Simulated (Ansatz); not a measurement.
# C3H7NSi: the cost of one run

Method: RKS BLYP-D4/STO-3G, in Ansatz 0.2.0.

## Step 1: The structure to begin with

Bond lengths: N1–Si2 1.685 Å, Si2–C3 1.863 Å, C3–C4 1.422 Å, Si2–C5 1.886 Å, C4–C5 1.535 Å, N1–H6 1.093 Å, N1–H7 1.024 Å, Si2–H8 1.431 Å, C3–H9 1.054 Å, C4–H10 1.041 Å, C5–H11 1.100 Å, C5–H12 1.075 Å. Angles (14 of 21 angles, heavy atoms first): N1–Si2–C3 110.6°, N1–Si2–C5 115.4°, C3–Si2–C5 74.4°, Si2–C3–C4 94.9°, C3–C4–C5 100.0°, Si2–C5–C4 90.3°, N1–Si2–H8 115.0°, C3–Si2–H8 113.9°, C5–Si2–H8 120.5°, Si2–N1–H6 106.6°, Si2–N1–H7 110.6°, Si2–C3–H9 131.2°, C4–C3–H9 133.3°, C3–C4–H10 128.2°.

As a file:

```xyz
12

N     0.0089    1.0675    1.7206
Si   -0.6249   -0.1028    0.6871
C    -0.5491    0.4753   -1.0823
C     0.5103   -0.3996   -1.4507
C     0.6460   -1.2123   -0.1552
H    -0.7279    1.8738    1.7693
H     0.8094    1.5359    1.2859
H    -1.9014   -0.6222    1.0730
H    -1.0304    1.2742   -1.5729
H     0.9238   -0.5482   -2.3948
H     1.6378   -1.1445    0.3162
H     0.3745   -2.2524   -0.1622
```

## Step 2: Relaxing the start

File input.yaml:

```yaml
crystal:
  periodic: [false, false, false]
  atoms:
    - { symbol: "N", position_ang: [0.0089, 1.0675, 1.7206] }
    - { symbol: Si, position_ang: [-0.6249, -0.1028, 0.6871] }
    - { symbol: C, position_ang: [-0.5491, 0.4753, -1.0823] }
    - { symbol: C, position_ang: [0.5103, -0.3996, -1.4507] }
    - { symbol: C, position_ang: [0.646, -1.2123, -0.1552] }
    - { symbol: H, position_ang: [-0.7279, 1.8738, 1.7693] }
    - { symbol: H, position_ang: [0.8094, 1.5359, 1.2859] }
    - { symbol: H, position_ang: [-1.9014, -0.6222, 1.073] }
    - { symbol: H, position_ang: [-1.0304, 1.2742, -1.5729] }
    - { symbol: H, position_ang: [0.9238, -0.5482, -2.3948] }
    - { symbol: H, position_ang: [1.6378, -1.1445, 0.3162] }
    - { symbol: H, position_ang: [0.3745, -2.2524, -0.1622] }
basis:
  gaussian: { orbitals: STO-3G }
hamiltonian:
  xc: blyp
  dispersion: d4
relax:
  f_tol: 0.02
  max_steps: 40
scf:
  lower_state_search: "off"
```

Command:

```console
$ ansatz run input.yaml --threads 1 --pin off --max-ram 2048MiB --backend cpu --events-out ev --progress --plain --runs-dir out
```

What time and memory should one allow on 1 thread of Arm Neoverse N1, shared host?

About 25 s, with a peak of 0.13 GiB.
